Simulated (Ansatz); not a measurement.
Predict the output of the script below (the Python package of Ansatz (0.2.0)).

`energy_h5opssi.py`
```python
"""Single point of H5OPSSi in a Gaussian basis."""

import argparse
import json

import ansatz as az
import numpy as np

parser = argparse.ArgumentParser(description="Single point of H5OPSSi in a Gaussian basis.")
parser.add_argument("--basis-set", required=True, help="basis")
parser.add_argument("--xc", default="PBE", help="exchange-correlation functional")
args = parser.parse_args()

geometry = (
    az.Crystal.molecule()
    .atom("O", [-0.3231, 0.4764, -1.628])
    .atom("Si", [0.8974, 0.4027, -0.5847])
    .atom("P", [0.2994, -1.0949, 0.9348])
    .atom("S", [-1.5407, -0.4168, 1.4135])
    .atom("H", [-1.2455, 0.4033, -1.2528])
    .atom("H", [1.1053, 1.7343, 0.0684])
    .atom("H", [2.1458, -0.0268, -1.3001])
    .atom("H", [0.0308, -2.1224, 0.0492])
    .atom("H", [-1.2808, 0.598, 2.2825])
)

calc = (
    geometry.calculation()
    .basis(gaussian=args.basis_set)
    .functional(args.xc)
    .forces()
)
print(calc.to_yaml())
res = calc.run()
summary = res.report

for key in ("converged", "free_energy_ev", "reference_energy_ev", "n_frozen", "n_occupied", "n_virtual"):
    print(f"{key:22s} {summary[key]}")

state = summary["mean_field"]["state"]
print(f"mean field: {state['energy']['hartree']:.7f} Ha, <S^2> = {abs(state['spin_squared']):.4f}, stability: {state.get('stability', {}).get('kind')}")

symbols = [site.symbol for site in geometry.cartesian_sites]
forces = np.array(summary["forces_ev_ang"])
print("largest force", round(float(np.linalg.norm(forces, axis=1).max()), 4), "eV/A, rms", round(float(np.sqrt((forces ** 2).mean())), 4))

charges = summary["charge_distribution"]
print("dipole moment", round(4.803205 * float(np.linalg.norm(charges["dipole_moment_e_ang"])), 3), "D")
print("Mulliken:", [(s, round(q, 3)) for s, q in zip(symbols, charges["mulliken_charges_e"])])
with open("h5opssi.json", "w") as handle:
    json.dump({k: summary[k] for k in ("free_energy_ev", "reference_energy_ev", "n_occupied", "n_virtual")}, handle, indent=1)
```

Output of `python energy_h5opssi.py --basis-set cc-pVDZ`:
```text
crystal:
  periodic: [false, false, false]
  atoms:
    - { symbol: O, position_ang: [-0.3231, 0.4764, -1.628] }
    - { symbol: Si, position_ang: [0.8974, 0.4027, -0.5847] }
    - { symbol: P, position_ang: [0.2994, -1.0949, 0.9348] }
    - { symbol: S, position_ang: [-1.5407, -0.4168, 1.4135] }
    - { symbol: H, position_ang: [-1.2455, 0.4033, -1.2528] }
    - { symbol: H, position_ang: [1.1053, 1.7343, 0.0684] }
    - { symbol: H, position_ang: [2.1458, -0.0268, -1.3001] }
    - { symbol: H, position_ang: [0.0308, -2.1224, 0.0492] }
    - { symbol: H, position_ang: [-1.2808, 0.598, 2.2825] }
basis:
  gaussian:
    orbitals: cc-pVDZ
hamiltonian:
  xc: pbe
output:
  forces: true

converged              True
free_energy_ev         -30115.483725684167
reference_energy_ev    -30115.483725684167
n_frozen               0
n_occupied             [29, 29]
n_virtual              [64, 64]
mean field: -1106.7236139 Ha, <S^2> = 0.0000, stability: minimum
largest force 4.4176 eV/A, rms 1.4275
dipole moment 0.888 D
Mulliken: [('O', -0.295), ('Si', 0.318), ('P', -0.099), ('S', -0.181), ('H', 0.18), ('H', -0.064), ('H', -0.044), ('H', 0.059), ('H', 0.126)]
```

`h5opssi.json`, as written:
```json
{
 "free_energy_ev": -30115.483725684167,
 "reference_energy_ev": -30115.483725684167,
 "n_occupied": [
  29,
  29
 ],
 "n_virtual": [
  64,
  64
 ]
}
```

Notes:
- The settings weren't tested for convergence.
- The geometry is a force-field or estimated start, not a minimum of this method, and the basis set is short of its limit.
- Run time: 3.9 s on 1 thread of Arm Neoverse V1, with other jobs on the host, peak memory 0.21 GiB.

(A comment or docstring line of the script was reworded after the run, the code is as it ran; lines on the test bed's own set-up are left out of the output.)
